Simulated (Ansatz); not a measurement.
NaLaMnMoO6:

```
Na La Mn Mo O
1.0
    -2.72294    2.72294    3.89889
     2.72294   -2.72294    3.89889
     2.72294    2.72294   -3.89889
Na La Mn Mo O
1 1 1 1 6
Direct
  0.25000 0.75000 0.50000
  0.75000 0.25000 0.50000
  0.50000 0.50000 0.00000
  0.00000 0.00000 0.00000
  0.20766 0.29607 0.50371
  0.29605 0.79234 0.08841
  0.79236 0.70395 0.49629
  0.70393 0.20764 0.91159
  0.25194 0.25194 0.00000
  0.74806 0.74806 0.00000
```

The cell was built by a generator and needn't be a form met in nature.

```yaml
Program: Ansatz 0.2.0
Task: relaxation of cell and atoms
Functional: r2SCAN
Dispersion: D4
Potentials_or_basis: Ansatz PAW
Cutoff: "500 eV (not typed: the program's choice for these potentials)"
k_mesh: 5 × 5 × 5
Occupations: fermi-dirac, width 0.05 eV
Spin: collinear spin, ferromagnetic start
Starting_moments: "[0.0, 0.0, 4.0, 1.0, 0.0, 0.0, 0.0, 0.0, 0.0, 0.0] μB"
```

At the start: volume 11.56 Å³/atom.

Task: How do energy, volume and symmetry change on relaxing?

Result: It ends after 8 steps and the volume is 11.72 Å³/atom (+1.3 %); space group I-4 (No. 82, to 0.05 Å); moment 3.66 μB per cell.

The path:
| step | energy change (eV) | largest force (eV/Å) | volume (Å³) |
| --- | --- | --- | --- |
| 1 | 0.0000 | 0.6026 | 115.63 |
| 2 | -0.0317 | 0.3282 | 114.23 |
| 3 | -0.0710 | 0.2843 | 115.33 |
| 4 | -0.1437 | 0.2299 | 116.74 |
| 5 | -0.1618 | 0.0708 | 116.84 |
| 6 | -0.1625 | 0.0303 | 117.10 |
| 7 | -0.1625 | 0.0038 | 117.17 |
| 8 | -0.1633 | 0.0040 | 117.17 |

Final structure:
```yaml
crystal:
  lattice:
    - [-2.67485, 2.67485, 4.09401]
    - [2.67485, -2.67485, 4.09401]
    - [2.67485, 2.67485, -4.09401]
  atoms:
    - { symbol: Na, position: [0.25000, 0.75000, 0.50000] }
    - { symbol: La, position: [0.75000, 0.25000, 0.50000] }
    - { symbol: Mn, position: [0.50000, 0.50000, 0.00000] }
    - { symbol: Mo, position: [0.00000, 0.00000, 0.00000] }
    - { symbol: O, position: [0.19101, 0.30479, 0.49985] }
    - { symbol: O, position: [0.30884, 0.80899, 0.11378] }
    - { symbol: O, position: [0.80494, 0.69116, 0.50015] }
    - { symbol: O, position: [0.69521, 0.19506, 0.88622] }
    - { symbol: O, position: [0.23648, 0.23648, 0.00000] }
    - { symbol: O, position: [0.76352, 0.76352, 0.00000] }
```

Caveat: the magnetic or orbital state may not be the lowest; the plane-wave basis is chosen anew once the cell has moved, so the energies of steps on either side of that aren't comparable; a cell with one magnetic atom can't hold antiferromagnetic order, which such compounds often take; pairwise dispersion overbinds metals, which lowers pressure and volume; the PAW data sets come from PBE, with cores solved anew for the run's functional, which leaves a small shift of forces and pressure; the starting moments weren't kept.
